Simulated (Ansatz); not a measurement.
# CH4ClFSn: the cost of one run

The runs use Ansatz 0.2.0; RHF/def2-SVPD.

**1. Where the work starts**

SMILES `[CH3][SnH]([F])[Cl]`, 8 atoms, charge 0, spin multiplicity 1.

Atoms are counted from 1 here; the program's logs count them from 0.

Bond lengths: C1–Sn2 2.143 Å, C1–H5 1.105 Å, C1–H6 1.105 Å, C1–H7 1.105 Å, Sn2–F3 1.980 Å, Sn2–Cl4 2.381 Å, Sn2–H8 1.720 Å. Angles: Sn2–C1–H5 107.6°, Sn2–C1–H6 109.4°, Sn2–C1–H7 109.5°, H5–C1–H6 110.0°, H5–C1–H7 109.9°, H6–C1–H7 110.4°, C1–Sn2–F3 105.6°, C1–Sn2–Cl4 108.3°, C1–Sn2–H8 124.2°, F3–Sn2–Cl4 105.0°, F3–Sn2–H8 104.9°, Cl4–Sn2–H8 107.2°.

Geometry (Å):

```xyz
8
charge 0, multiplicity 1
C    -0.28032    1.16531    0.19158
Sn    0.29807   -0.82641   -0.34584
F     1.85592   -1.25538    0.79893
Cl   -1.41754   -2.31879    0.36032
H    -0.48309    1.17287    1.27741
H     0.54380    1.86225   -0.04432
H    -1.19296    1.44653   -0.36348
H     0.76832   -1.30360   -1.93039
```

**2. Relaxation**

input.yaml

```yaml
crystal:
  periodic: [false, false, false]
  atoms:
    - { symbol: C, position_ang: [-0.280323, 1.165312, 0.191579] }
    - { symbol: Sn, position_ang: [0.298068, -0.826409, -0.345844] }
    - { symbol: F, position_ang: [1.855922, -1.255383, 0.798926] }
    - { symbol: Cl, position_ang: [-1.417537, -2.318785, 0.360318] }
    - { symbol: H, position_ang: [-0.483086, 1.172874, 1.277407] }
    - { symbol: H, position_ang: [0.543797, 1.862255, -0.044316] }
    - { symbol: H, position_ang: [-1.192964, 1.446531, -0.363484] }
    - { symbol: H, position_ang: [0.768324, -1.303596, -1.930385] }
basis:
  gaussian: { orbitals: def2-SVPD }
hamiltonian:
  xc: hf
output:
  forces: true
relax:
  f_tol: 0.003
  max_steps: 120
```

Command:

```
ansatz run input.yaml --threads 1 --pin off --max-ram 2560MiB --backend cpu --events-out ev --progress --plain --runs-dir out
```

**Question.** How long does this run take on 1 thread of Arm Neoverse V1, shared host, and how much memory does it need?

About 56 s, with a peak of 0.34 GiB.
